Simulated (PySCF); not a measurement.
# C4H9BN−: a tour of settings, part 2 of 2

PySCF 2.14.0. Atoms count from 0. Earlier steps stand in the parts before.

## 5. Shielding tensors: BP86/6-311G**

Job settings and geometry (Å):

```
{"job": {"kind": "nmr", "xc": "BP86", "basis": "6-311G**", "pop": false, "scf": {"aux": "def2-universal-jkfit"}}, "charge": -1, "multiplicity": 1}
B     -1.951421    -0.281397     0.071889
N     -0.442352     0.010935     0.361752
C     -0.106117     1.398016     0.243278
C      0.420186    -0.794684    -0.459449
C      1.806528    -0.794602    -0.011447
C      2.941826    -0.761421     0.373747
H     -2.231454     0.010641    -1.100241
H     -2.160718    -1.470990     0.253553
H     -2.627762     0.386642     0.832843
H      0.929364     1.588141     0.573152
H     -0.783620     1.976126     0.871127
H     -0.196754     1.789819    -0.796628
H      0.418047    -0.479159    -1.535192
H      0.045596    -1.823439    -0.420738
H      3.934238    -0.746639     0.720443
```

Method: GIAO BP86/6-311G** NMR shielding, non-relativistic, gas phase.

Output:

```text
final grid: 115384 points
cycle   1  E = -237.2664066549  dE =  4.337e-01  |g| = 7.296e-01  |ddm| = 3.220e+00
cycle   2  E = -236.7945306529  dE =  4.719e-01  |g| = 1.482e+00  |ddm| = 4.263e+00
cycle   3  E = -237.4061228421  dE = -6.116e-01  |g| = 4.181e-01  |ddm| = 3.657e+00
cycle   4  E = -237.4434981825  dE = -3.738e-02  |g| = 1.024e-01  |ddm| = 4.123e-01
cycle   5  E = -237.4412975978  dE =  2.201e-03  |g| = 1.396e-01  |ddm| = 1.611e-01
cycle   6  E = -237.4461341252  dE = -4.837e-03  |g| = 1.412e-02  |ddm| = 9.257e-02
cycle   7  E = -237.4461840285  dE = -4.990e-05  |g| = 4.539e-03  |ddm| = 1.569e-02
cycle   8  E = -237.4461888979  dE = -4.869e-06  |g| = 1.090e-03  |ddm| = 4.673e-03
cycle   9  E = -237.4461891984  dE = -3.005e-07  |g| = 2.708e-04  |ddm| = 1.105e-03
cycle  10  E = -237.4461892158  dE = -1.735e-08  |g| = 1.137e-04  |ddm| = 4.733e-04
cycle  11  E = -237.4461892194  dE = -3.668e-09  |g| = 3.559e-05  |ddm| = 1.967e-04
cycle  12  E = -237.4461892198  dE = -3.392e-10  |g| = 3.298e-06  |ddm| = 6.421e-05
converged SCF energy = -237.4461892198

GIAO shielding tensors (ppm)
atom      isotropic    diamagn.    paramagn.     s11        s22        s33       span
  0 B      118.851     188.024     -69.173     97.241    103.782    155.531     58.291
  1 N      220.254     310.639     -90.385    202.824    215.692    242.245     39.422
  2 C      136.856     245.525    -108.669    101.229    125.119    184.219     82.990
  3 C      130.477     242.529    -112.052    100.859    116.116    174.455     73.596
  4 C       90.102     269.709    -179.607    -12.560     -8.820    291.687    304.247
  5 C      125.144     257.596    -132.452     57.693     68.887    248.853    191.160
  6 H       30.423      30.417       0.006     27.212     29.231     34.827      7.615
  7 H       30.149      31.222      -1.073     27.302     28.135     35.011      7.709
  8 H       30.101      31.483      -1.382     27.507     27.838     34.958      7.452
  9 H       28.992      31.241      -2.249     24.556     27.967     34.452      9.896
 10 H       29.414      30.831      -1.417     25.783     27.515     34.946      9.163
 11 H       30.656      29.795       0.861     27.179     29.430     35.359      8.180
 12 H       29.426      28.931       0.495     24.907     30.707     32.664      7.757
 13 H       28.044      28.835      -0.791     22.591     29.367     32.173      9.582
 14 H       31.350      32.272      -0.922     26.482     26.722     40.846     14.364
```

It took 23 s on 1 thread of Arm Neoverse V1, shared host; peak memory 0.63 GiB.

In short: δ C4 96.1, C5 61.0, C3 55.7, C2 49.3, H12 3.36, H9 2.40 ppm (means over like atoms).

## 6. NMR shieldings: PBE0/def2-TZVP

Same as in step 5 but for these lines:

```diff
@@ -1,2 +1,2 @@
-{"job": {"kind": "nmr", "xc": "BP86", "basis": "6-311G**", "pop": false, "scf": {"aux": "def2-universal-jkfit"}}, "charge": -1, "multiplicity": 1}
+{"job": {"kind": "nmr", "xc": "PBE0", "basis": "def2-TZVP", "pop": false}, "charge": -1, "multiplicity": 1}
 B     -1.951421    -0.281397     0.071889
```

With the program's defaults for keys left out, this is: GIAO PBE0/def2-TZVP NMR shielding, non-relativistic, gas phase.

Output:

```text
coarse grid: 12072 points
cycle   1  E = -237.0751750821  dE =  5.333e-01  |g| = 5.918e-01  |ddm| = 3.257e+00
cycle   2  E = -237.0102472316  dE =  6.493e-02  |g| = 7.971e-01  |ddm| = 7.195e+00
cycle   3  E = -237.1837990644  dE = -1.736e-01  |g| = 1.865e-01  |ddm| = 5.791e+00
cycle   4  E = -237.1907930011  dE = -6.994e-03  |g| = 4.543e-02  |ddm| = 4.075e-01
cycle   5  E = -237.1909633471  dE = -1.703e-04  |g| = 3.697e-02  |ddm| = 8.099e-02
cycle   6  E = -237.1912982837  dE = -3.349e-04  |g| = 3.842e-03  |ddm| = 2.872e-02
cycle   7  E = -237.1913011985  dE = -2.915e-06  |g| = 1.102e-03  |ddm| = 6.706e-03
final grid: 115384 points
cycle   8  E = -237.1786322899  dE = -7.390e-05  |g| = 7.176e-03  |ddm| = 1.658e-01
cycle   9  E = -237.1786250290  dE =  7.261e-06  |g| = 8.836e-03  |ddm| = 4.684e-02
cycle  10  E = -237.1786448037  dE = -1.977e-05  |g| = 1.970e-03  |ddm| = 3.339e-02
cycle  11  E = -237.1786456448  dE = -8.410e-07  |g| = 5.128e-04  |ddm| = 4.134e-03
cycle  12  E = -237.1786456917  dE = -4.691e-08  |g| = 2.746e-04  |ddm| = 7.613e-04
cycle  13  E = -237.1786457089  dE = -1.726e-08  |g| = 4.185e-05  |ddm| = 3.593e-04
cycle  14  E = -237.1786457093  dE = -3.802e-10  |g| = 1.415e-05  |ddm| = 1.069e-04
converged SCF energy = -237.1786457093

GIAO shielding tensors (ppm)
atom      isotropic    diamagn.    paramagn.     s11        s22        s33       span
  0 B      123.107     188.154     -65.047    101.983    108.820    158.519     56.535
  1 N      228.454     305.759     -77.305    213.411    218.603    253.347     39.936
  2 C      141.654     246.400    -104.746    108.841    129.741    186.379     77.538
  3 C      135.854     238.905    -103.051    108.344    121.241    177.976     69.632
  4 C       89.031     263.304    -174.274    -16.938     -9.876    293.906    310.844
  5 C      125.869     264.455    -138.586     58.442     69.315    249.850    191.408
  6 H       30.332      29.726       0.606     27.327     28.864     34.804      7.477
  7 H       30.082      31.124      -1.042     27.222     28.043     34.982      7.761
  8 H       30.059      31.102      -1.043     27.425     27.803     34.949      7.524
  9 H       28.918      31.488      -2.570     24.475     28.010     34.267      9.791
 10 H       29.339      31.015      -1.677     25.595     27.455     34.966      9.370
 11 H       30.551      30.426       0.125     27.209     28.893     35.551      8.342
 12 H       29.391      30.155      -0.764     24.989     30.290     32.893      7.904
 13 H       28.084      29.523      -1.439     22.623     29.187     32.443      9.820
 14 H       31.058      30.744       0.314     25.991     26.260     40.923     14.932
```

Wall time 28 s (1 thread of Arm Neoverse V1, shared host); peak memory 0.88 GiB.

This run: δ C4 100.2, C5 63.3, C3 53.4, C2 47.6, H12 3.21, H9 2.34 ppm (means over like atoms).

## 7. Comparing the runs: NMR shifts

Shifts (ppm) of some atoms, chosen among heavy atoms and hydrogens apart, means over like atoms, with basis size and wall time:

```csv
run,C4,C5,C3,C2,H6,H14,N1,functions,time
PBE0/pcSseg-0,99.2,73.7,53.7,50.5,2.43,1.14,21.7,72,5.4 s
WP04/ANO-RCC-VDZP,83.6,49.3,51.2,47.5,1.05,1.19,45.9,129,34 s
BP86/6-311G**,96.1,61.0,55.7,49.3,1.87,0.74,52.4,162,23 s
PBE0/def2-TZVP,100.2,63.3,53.4,47.6,1.79,0.89,39.3,240,28 s
```

## 8. Summary of results

This closing draws on all 2 parts.

| quantity | value |
| --- | --- |
| 13C shifts against TMS (PBE0/pcSseg-0) | 99.2, 73.7, 53.7, 50.5 ppm |
| 1H shifts against TMS (PBE0/pcSseg-0, means over atoms taken as alike) | 2.99, 2.43, 2.22, 1.14 ppm |
| 11B shifts against BF3·OEt2 (PBE0/pcSseg-0) | -20.5 ppm |
| 15N shifts against NH3 (PBE0/pcSseg-0) | 21.7 ppm |
| largest coupling of the table (OPBE/IGLO-II) | 1J(C,H) C5–H14, 210.9 Hz |
| range of the shift of N1 | 21.7 to 52.4 ppm |

Single values in the summary come from the first run of each kind that ended normally (PBE0/pcSseg-0; OPBE/IGLO-II), which need not be the best level. At PBE0/pcSseg-0: Shielding is most anisotropic at C4 (span 302 ppm, paramagnetic term -186 ppm). In the run at OPBE/IGLO-II, the largest coupling of the table is C5–H14, 210.9 Hz, of which the Fermi-contact term gives 210.6 Hz. Couplings across rotatable bonds belong to this one conformer; where others are populated, the observed values are averages. Among the atoms with a shift in every run: In ppm, N1 moves most: its shift spreads over 30.7 ppm, from 21.7 (PBE0/pcSseg-0) to 52.4 (BP86/6-311G**). At OPBE/IGLO-II the HOMO lies above zero (+0.56 eV), as often for anions in the gas phase: self-interaction error lifts it, or the electron is held by the finite basis alone; counter-ions and solvent are missing.
